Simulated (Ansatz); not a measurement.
# Cl3H3O2Si2: one species, many methods

Aim: compute Cl3H3O2Si2 with functionals from several rungs and with coupled cluster, and see how far each lands from CCSD(T) at the basis-set limit for the atomisation energy.

Program: Ansatz 0.2.0, Gaussian basis. Level of theory: functionals in def2-TZVPP, the program's frozen cores in correlated methods. These are calculated values, not measurements.

The runs, in order: PBE-D4, r2SCAN-D4, PBE0-D4, B3LYP-D4, ωB97X-V, ωB97M-V, B2PLYP; CCSD(T)/def2-TZVPP; MP2/def2-QZVPP; extrapolation to the limit.

**1. The relaxed structure**

The geometry comes from an earlier relaxation with PBE0-D4 in a triple-zeta def2 set; it is a stationary point, not always the lowest conformer.

SMILES `O[SiH](Cl)[Si](O)(Cl)Cl`, 10 atoms, charge 0, spin multiplicity 1.

Atoms are counted from 1 here; the program's logs count them from 0.

Bond lengths: O1–Si2 1.634 Å, O1–H8 0.960 Å, Si2–Cl3 2.054 Å, Si2–Si4 2.340 Å, Si2–H9 1.476 Å, Si4–O5 1.626 Å, Si4–Cl6 2.062 Å, Si4–Cl7 2.047 Å, O5–H10 0.960 Å. Angles: Si2–O1–H8 117.8°, O1–Si2–Cl3 111.8°, O1–Si2–Si4 109.7°, O1–Si2–H9 106.6°, Cl3–Si2–Si4 105.3°, Cl3–Si2–H9 108.6°, Si4–Si2–H9 115.0°, Si2–Si4–O5 109.3°, Si2–Si4–Cl6 106.5°, Si2–Si4–Cl7 113.3°, O5–Si4–Cl6 110.3°, O5–Si4–Cl7 110.4°, Cl6–Si4–Cl7 107.0°, Si4–O5–H10 119.7°.

**2. PBE-D4 (GGA)**

File in.yaml:

```yaml
crystal:
  periodic: [false, false, false]
  atoms:
    - {symbol: O, position_ang: [-0.997439, -2.020608, -0.295694]}
    - {symbol: Si, position_ang: [0.442682, -1.259722, -0.169651]}
    - {symbol: Cl, position_ang: [1.490460, -1.877814, 1.485699]}
    - {symbol: Si, position_ang: [0.098425, 1.034115, 0.138943]}
    - {symbol: O, position_ang: [-0.382700, 1.698797, -1.264949]}
    - {symbol: Cl, position_ang: [-1.382001, 1.217946, 1.561932]}
    - {symbol: Cl, position_ang: [1.746003, 2.009450, 0.862004]}
    - {symbol: H, position_ang: [-1.666756, -1.825600, 0.364216]}
    - {symbol: H, position_ang: [1.215486, -1.617152, -1.375355]}
    - {symbol: H, position_ang: [-0.564151, 2.640597, -1.307135]}
basis:
  gaussian: {orbitals: def2-TZVPP}
hamiltonian: {xc: pbe, dispersion: d4}
output: {forces: true, orbitals: {seedname: orbitals}}
```

Run with:

```
$ ansatz run in.yaml --threads 2 --pin off --events-out ev --progress --plain --max-ram 20480MiB --backend cuda --devices 0, --max-vram 18GiB
```

Further steps of the session: r2SCAN-D4 (meta-GGA); PBE0-D4 (hybrid); B3LYP-D4 (hybrid); ωB97X-V (range-separated); ωB97M-V (range-separated); B2PLYP (double hybrid); CCSD(T) in def2-TZVPP; MP2 in def2-QZVPP.

Q: Predict the results of all the runs planned. Wanted: atomisation energy, CCSD(T)/CBS; farthest; mean size of error, hybrid; mean size of error, range-separated; gap, smallest and largest; T1 diagnostic; triples share of the correlation energy.

**Answer**, as computed:

```
                               quantity                                 value
        atomisation energy, CCSD(T)/CBS                         3637.2 kJ/mol
 functionals within 18.2 kJ/mol (0.5 %)           r2SCAN-D4, ωB97X-V, ωB97M-V
                               farthest                 B2PLYP (-94.8 kJ/mol)
             mean size of error, hybrid                           53.2 kJ/mol
    mean size of error, range-separated                            1.1 kJ/mol
              gap, smallest and largest  5.49 eV (PBE-D4), 11.94 eV (ωB97X-V)
                          T1 diagnostic                                0.0110
triples share of the correlation energy                                 3.9 %
```

In words: PBE-D4 misses by +31.0 kJ/mol. Double hybrids carry the basis error of their MP2 part in triple zeta, and no dispersion term here, so their miss is partly the set-up's. The reference freezes the cores and leaves out relativity and excitations past (T), so misses under about 18.2 kJ/mol can't be ranked. Hartree-Fock recovers 71 % of the binding; the rest is correlation. The gap grows from 5.5 to 11.9 eV across the functionals, mostly with the share of exact exchange.
